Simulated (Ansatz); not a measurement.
**TiH₄+ (quartet): wave-function methods side by side, def2-SVP**

How much of the correlation energy of TiH₄+ (quartet) does each wave-function method recover here?

Computed with Ansatz 0.2.0, Gaussian basis. Level: def2-SVP, core rule «outside noble gas», up to 9 orbitals frozen.

To be run: UHF; CCSD(T) on ROHF; CCSD(T) on UHF; CISD; CCSDT(Q) on ROHF; CCSDT(Q) on UHF; CCSDTQ on ROHF.

17 further runs of the same task are left out: 11 for a known fault of the program, 6 set aside as unsound or not needed.

### 1 The geometry

The geometry is a PBE0/def2-TZVP stationary point (not a proven minimum) of the parent state, kept for this charge and spin.

5 atoms, charge 1, spin multiplicity 4.

Atoms are counted from 1 here; the program's logs count them from 0.

Bond lengths: Ti1–H2 1.976 Å, Ti1–H3 1.976 Å, Ti1–H4 1.976 Å, Ti1–H5 1.976 Å, H2–H4 0.786 Å, H3–H5 0.786 Å. Angles: H2–Ti1–H3 164.8°, H2–Ti1–H4 22.9°, H2–Ti1–H5 162.9°, H3–Ti1–H4 162.9°, H3–Ti1–H5 22.9°, H4–Ti1–H5 164.8°, Ti1–H2–H4 78.5°, Ti1–H3–H5 78.5°, Ti1–H4–H2 78.5°, Ti1–H5–H3 78.5°.

### 2 UHF

in.yaml reads:

```yaml
crystal:
  periodic: [false, false, false]
  atoms:
    - {symbol: Ti, position_ang: [0.000000, 0.000000, 0.000000]}
    - {symbol: H, position_ang: [0.260951, 0.293926, -1.936328]}
    - {symbol: H, position_ang: [0.260948, -0.293929, 1.936328]}
    - {symbol: H, position_ang: [-0.260951, -0.293926, -1.936328]}
    - {symbol: H, position_ang: [-0.260948, 0.293929, 1.936328]}
basis:
  gaussian: {orbitals: def2-SVP}
total_charge: 1
magnetization: {spin_polarized: true, initial_magnetization: 3}
hamiltonian: {xc: hf}
output: {orbitals: {seedname: orbitals}}
```

Started as:

```sh
ansatz run in.yaml --threads 1 --pin off --events-out ev --progress --plain --max-ram 3968MiB --backend cpu
```

After this run come: CCSD(T) on ROHF; CCSD(T) on UHF; CISD; CCSDT(Q) on ROHF; CCSDT(Q) on UHF; CCSDTQ on ROHF.

Before running them: what should the planned runs give, taken together? Wanted: RCCSDTQ below the RHF energy; RMP2 from RCCSDTQ; UMP2 from RCCSDTQ; RCCSD from RCCSDTQ; RCCSD(T) from RCCSDTQ; UCCSD(T) from RCCSDTQ; RCCSDT(Q) from RCCSDTQ; UCCSDT(Q) from RCCSDTQ; T1 diagnostic.

The runs gave:

| quantity | value |
| --- | --- |
| RCCSDTQ below the RHF energy | -2.8584 eV |
| RMP2 from RCCSDTQ | +66.3 kJ/mol |
| UMP2 from RCCSDTQ | +59.8 kJ/mol |
| RCCSD from RCCSDTQ | +3.3 kJ/mol |
| RCCSD(T) from RCCSDTQ | +0.9 kJ/mol |
| UCCSD(T) from RCCSDTQ | -5.0 kJ/mol |
| RCCSDT(Q) from RCCSDTQ | 0.0 kJ/mol |
| UCCSDT(Q) from RCCSDTQ | -5.9 kJ/mol |
| levels within 1 kcal/mol (43 meV) | RCCSD, UCCSD, RCCSD(T), RCCSDT, RCCSDT(Q) |
| T1 diagnostic | 0.018 |

RCCSD(T) misses by +0.9 kJ/mol, 0.3 % of the correlation energy. CCSD(T) misses by +0.9 kJ/mol on the restricted determinant and by -5.0 kJ/mol on the unrestricted one; the two need not hold the same state or core. These misses are within one basis, not against nature; the frozen cores of restricted and unrestricted runs differ, which can shift their rows.
